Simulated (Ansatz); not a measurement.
# SnSiH6O (SMILES [SiH3][O][SnH3]) at 5 levels

We compute a comparison of 5 runs (HF/STO-3G, B2PLYP/def2-SVP, B3LYP/def2-SVP, CAM-B3LYP/def2-SVP, PBE-QIDH/def2-SVP) of SnSiH6O. 

The calculation is run with Ansatz 0.2.0.

63 further runs of the same task are left out: 63 set aside as unsound or not needed. Runs told in other sessions of the task aren't counted.

## (1) Starting point

SnSiH6O: 9 atoms, total charge 0, spin state singlet. SMILES: `[SiH3][O][SnH3]`. The Si1–H5 distance was set to 2.674 Å, away from the relaxed value. At this shape a bond of the SMILES string is far longer than usual.

Bond lengths: Si1–O2 1.627 Å, O2–Sn3 1.963 Å, Si1–H4 1.492 Å, Si1–H6 1.492 Å, Sn3–H7 1.699 Å, Sn3–H8 1.705 Å, Sn3–H9 1.705 Å. Angles: Si1–O2–Sn3 136.6°, O2–Si1–H4 111.4°, O2–Si1–H6 111.4°, O2–Sn3–H7 103.7°, O2–Sn3–H8 106.7°, O2–Sn3–H9 106.7°, H4–Si1–H6 107.4°, H7–Sn3–H8 113.3°, H7–Sn3–H9 113.3°, H8–Sn3–H9 112.3°.

## (2) A single-point energy at HF/STO-3G (run 1)

The input, job.yaml:

```yaml
crystal:
  periodic: [false, false, false]
  atoms:
    - symbol: Si
      position_ang: [-1.087097, 0.388066, -0.094127]
    - symbol: O
      position_ang: [0.170003, -0.485534, 0.456673]
    - symbol: Sn
      position_ang: [0.457503, -1.863934, 1.824073]
    - symbol: H
      position_ang: [-2.165597, -0.490134, -0.634327]
    - symbol: H
      position_ang: [-0.233000, 2.004100, -2.046400]
    - symbol: H
      position_ang: [-1.689197, 1.219166, 0.988873]
    - symbol: H
      position_ang: [2.114103, -2.218034, 1.697573]
    - symbol: H
      position_ang: [-0.545597, -3.179134, 1.412373]
    - symbol: H
      position_ang: [0.030503, -1.166634, 3.319673]
basis:
  gaussian: {orbitals: STO-3G}
hamiltonian: {xc: hf}
accuracy: high
output: {orbitals: {seedname: orbitals}}
```

The run is started by

```bash
$ ansatz run job.yaml --threads 1 --pin off --max-ram 2610MiB --events-out events.jsonl --progress --plain --runs-dir runs
```

Standard output:

```text
Warning: RAYON_NUM_THREADS=1 ignored (pool sized by the plan → 1); use --threads N
Functional definition: HF
  name "HF"
  exchange = exact_x
  correlation = 0
910 factors; integrals over basis functions are off by at most 4.2e-8 eV
mean field evaluation 1: about -172135.6952 eV, gradient 2.5e1 eV
mean field evaluation 2: about -172135.7199 eV, gradient 2.5e1 eV
mean field evaluation 4: about -172139.5708 eV, gradient 1.6e0 eV
mean field evaluation 8: about -172139.5839 eV, gradient 1.7e-4 eV
mean field -172139.58389548 eV, -6326.0130277582 hartree, gradient 2.5e-8 eV, S^2 0.000000; 0 other end points of the search recorded, 0 dependent functions left out
reference -172139.58389548 eV, -6326.0130277582 hartree; 39, 39 occupied and 8, 8 virtual orbitals, 910 factors
Total energy: -172139.58389548 eV, -6326.0130277582 hartree
```

Wall time 1.1 s (1 thread of Arm Neoverse V1, shared host).

## (3) A single-point energy at B2PLYP/def2-SVP (core potential) (run 2)

The input, molecule.yaml:

```yaml
basis:
  gaussian: {orbitals: def2-SVP}
crystal:
  periodic: [false, false, false]
  atoms:
    - {symbol: Si, position_ang: [-1.087097, 0.388066, -0.094127]}
    - {symbol: O, position_ang: [0.170003, -0.485534, 0.456673]}
    - {symbol: Sn, position_ang: [0.457503, -1.863934, 1.824073]}
    - {symbol: H, position_ang: [-2.165597, -0.490134, -0.634327]}
    - {symbol: H, position_ang: [-0.233000, 2.004100, -2.046400]}
    - {symbol: H, position_ang: [-1.689197, 1.219166, 0.988873]}
    - {symbol: H, position_ang: [2.114103, -2.218034, 1.697573]}
    - {symbol: H, position_ang: [-0.545597, -3.179134, 1.412373]}
    - {symbol: H, position_ang: [0.030503, -1.166634, 3.319673]}
hamiltonian: {xc: {name: B2PLYP}}
correlation: {frozen_orbitals: {H: 0, O: 1, Si: 5, Sn: 4}}
accuracy: high
output: {orbitals: {seedname: orbitals}}
```

The run is started by

```bash
$ ansatz run molecule.yaml --threads 1 --pin off --max-ram 2610MiB --events-out events.jsonl --progress --plain --runs-dir runs
```

Standard output, cut to the lines that bear on the results:

```text
Warning: RAYON_NUM_THREADS=1 ignored (pool sized by the plan → 1); use --threads N
Functional definition: B2PLYP
  name "B2PLYP"
[...]
2040 factors; integrals over basis functions are off by at most 3.8e-9 eV
[...]
mean field -15829.84692436 eV, -581.7361446148 hartree, gradient 1.8e-8 eV, S^2 0.000000; 0 other end points of the search recorded, 0 dependent functions left out; unrestricted orbitals would lower it
10 core orbitals not correlated: weight in the atoms' cores, before any rotation towards them, 1.000 or more for the frozen orbitals, at most 0.000 for the correlated occupied ones
reference -15829.84695636 eV, -581.7361457904 hartree; 15, 15 occupied and 63, 63 virtual orbitals, 2040 factors
second order -14.33597046 eV of doubles, -0.00000000 eV of singles
Total energy: -15833.71766838 eV, -581.8783918337 hartree
```

It took 12 s on 1 thread of Arm Neoverse V1, shared host; peak memory 0.3 GiB.

Runs 3 to 4 aren't shown in full; the table further down has their settings and results.

## (4) A single-point energy at PBE-QIDH/def2-SVP (core potential) (run 5)

The input, input.yaml:

```yaml
crystal:
  periodic: [false, false, false]
  atoms:
    - symbol: Si
      position_ang: [-1.087097, 0.388066, -0.094127]
    - symbol: O
      position_ang: [0.170003, -0.485534, 0.456673]
    - symbol: Sn
      position_ang: [0.457503, -1.863934, 1.824073]
    - symbol: H
      position_ang: [-2.165597, -0.490134, -0.634327]
    - symbol: H
      position_ang: [-0.233000, 2.004100, -2.046400]
    - symbol: H
      position_ang: [-1.689197, 1.219166, 0.988873]
    - symbol: H
      position_ang: [2.114103, -2.218034, 1.697573]
    - symbol: H
      position_ang: [-0.545597, -3.179134, 1.412373]
    - symbol: H
      position_ang: [0.030503, -1.166634, 3.319673]
basis:
  gaussian: {orbitals: def2-SVP}
hamiltonian: {xc: {name: PBE-QIDH}}
correlation: {frozen_orbitals: {H: 0, O: 1, Si: 5, Sn: 4}}
accuracy: high
output: {orbitals: {seedname: orbitals}}
```

The run is started by

```bash
$ ansatz run input.yaml --threads 1 --pin off --max-ram 2610MiB --events-out events.jsonl --progress --plain --runs-dir runs
```

Standard output, cut to the lines that bear on the results:

```text
Warning: RAYON_NUM_THREADS=1 ignored (pool sized by the plan → 1); use --threads N
Functional definition: PBE-QIDH
  name "PBE-QIDH"
[...]
2040 factors; integrals over basis functions are off by at most 3.8e-9 eV
[...]
mean field -15825.84039485 eV, -581.5889073708 hartree, gradient 9.1e-8 eV, S^2 0.000000; 0 other end points of the search recorded, 0 dependent functions left out; unrestricted orbitals would lower it
10 core orbitals not correlated: weight in the atoms' cores, before any rotation towards them, 1.000 or more for the frozen orbitals, at most 0.000 for the correlated occupied ones
reference -15825.84039620 eV, -581.5889074204 hartree; 15, 15 occupied and 63, 63 virtual orbitals, 2040 factors
second order -13.07904663 eV of doubles, -0.00000000 eV of singles
Total energy: -15830.20007841 eV, -581.7491227865 hartree
```

Wall time 11 s (1 thread of Arm Neoverse V1, shared host); peak memory 0.3 GiB.

## (5) Overview of the runs

| run | level | core potential | frozen core orbitals | energy (Eh) | HOMO energy (eV) | LUMO energy (eV) | HOMO–LUMO gap (eV) | wall time |
| --- | --- | --- | --- | --- | --- | --- | --- | --- |
| 1 | HF/STO-3G | none | – | -6326.013028 | -4.78 | 4.55 | 9.33 | 1.1 s |
| 2 | B2PLYP/def2-SVP (core potential) | def2-SVP | 10 | -581.878392 | -7.25 | -0.86 | 6.39 | 12 s |
| 3 | B3LYP/def2-SVP (core potential) | def2-SVP | – | -582.459088 | -6.33 | -2.26 | 4.07 | 8.4 s |
| 4 | CAM-B3LYP/def2-SVP (core potential) | def2-SVP | – | -582.314882 | -7.67 | -0.99 | 6.68 | 9.6 s |
| 5 | PBE-QIDH/def2-SVP (core potential) | def2-SVP | 10 | -581.749123 | -7.95 | -0.36 | 7.59 | 11 s |

## (6) Outcome

```
                                  quantity          value
                       run 5: total energy  -581.74912 Eh
  run 5: HOMO energy (SCF part's orbitals)       -7.95 eV
  run 5: LUMO energy (SCF part's orbitals)       -0.36 eV
run 5: HOMO–LUMO gap (SCF part's orbitals)        7.59 eV
```

What this shows: The HOMO–LUMO gap runs from 4.07 eV (B3LYP/def2-SVP) to 9.33 eV (HF/STO-3G). The two ends differ in method and basis and core potential. Totals of different functionals can't be ranked against each other. Some runs of one species differ in core potentials or relativity; totals across that change don't compare. In runs 2, 5 the log says that unrestricted orbitals would lower the reference, so the values rest on an unstable closed-shell determinant (other closed-shell runs at this shape may share the fault). In run 1 the basis is minimal, so the values are rough. In all runs a closed-shell determinant meets a far-stretched bond; if it breaks into open shells, such a determinant describes it badly, and no broken-symmetry solution was shown. In run 1 relativity is left out where basis or elements ask for it. All runs together took 42 s, the longest 12 s.
